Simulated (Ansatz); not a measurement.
Working through a rigid scan of one bond length of CH3FSiZn, SMILES F[SiH]1[CH2][Zn]1

Computed with the Python package of Ansatz (0.2.0).

Run as a notebook:

```python
import ansatz as az
import numpy as np
```

```python
geometry_ang = [
    ("F", (0.9331, -1.7865, -1.2769)),
    ("Si", (0.1238, -0.9555, -0.006)),
    ("C", (0.3467, 0.8912, -0.1851)),
    ("Zn", (0.0992, 0.3967, 2.0876)),
    ("H", (-1.3098, -1.26, -0.0434)),
    ("H", (0.0962, 1.2264, -1.1961)),
    ("H", (-0.228, 1.4197, 0.5741)),
]
ch3fsizn = az.Crystal.molecule()
for symbol, xyz in geometry_ang:
    ch3fsizn = ch3fsizn.atom(symbol, xyz)
```

```python
symbols = [site.symbol for site in ch3fsizn.cartesian_sites]
start = np.array([site.position_ang for site in ch3fsizn.cartesian_sites])
axis = (start[5] - start[2]) / np.linalg.norm(start[5] - start[2])
moving = [5]
lengths, energies = [0.963, 1.007, 1.05, 1.094, 1.138, 1.182, 1.225, 1.291], []
for length in lengths:
    xyz = start.copy()
    xyz[moving] += (length - np.linalg.norm(start[5] - start[2])) * axis
    point = az.Crystal.molecule()
    for symbol, place in zip(symbols, xyz):
        point = point.atom(symbol, place.tolist())
    base = (
        point.calculation()
        .basis(gaussian="def2-SVP")
        .functional("PBE0")
        .scf(lower_state_search="off")
    )
    r = base.run(threads=1).report
    energies.append(r["free_energy_ev"])
    print(f"r = {length:6.3f} A  E = {energies[-1]:.5f} eV  <S^2> = {abs(r['mean_field']['state']['spin_squared']):.3f}")
```

    r =  0.963 A  E = -60070.53555 eV  <S^2> = 0.000
    r =  1.007 A  E = -60070.78330 eV  <S^2> = 0.000
    r =  1.050 A  E = -60070.91764 eV  <S^2> = 0.000
    r =  1.094 A  E = -60070.96862 eV  <S^2> = 0.000
    r =  1.138 A  E = -60070.95138 eV  <S^2> = 0.000
    r =  1.182 A  E = -60070.88149 eV  <S^2> = 0.000
    r =  1.225 A  E = -60070.77426 eV  <S^2> = 0.000
    r =  1.291 A  E = -60070.55575 eV  <S^2> = 0.000

```python
# quartic fit about the minimum
fit = np.polynomial.Polynomial.fit(lengths, np.array(energies) - min(energies), 4).convert()
roots = [r.real for r in fit.deriv().roots() if abs(r.imag) < 1e-9 and fit.deriv(2)(r.real) > 0]
r_e = min(roots, key=lambda r: abs(r - lengths[int(np.argmin(energies))]))
print(f"minimum of the fit at {r_e:.4f} A, force constant {fit.deriv(2)(r_e):.2f} eV/A^2")
```

    minimum of the fit at 1.1031 A, force constant 33.38 eV/A^2

What to keep in mind:
- These settings explore the input space; basis and method may be short of convergence.
- The rest of the molecule is held rigid at a force-field or estimated start geometry, and the basis set is modest; single-reference methods fail as a bond breaks.
- The orbitals are restricted, so S² is zero by construction.
- Wall time of the script: 15 s on 1 thread of Intel(R) Xeon(R) Processor @ 2.30GHz, with other jobs on the host, peak memory 0.26 GiB.
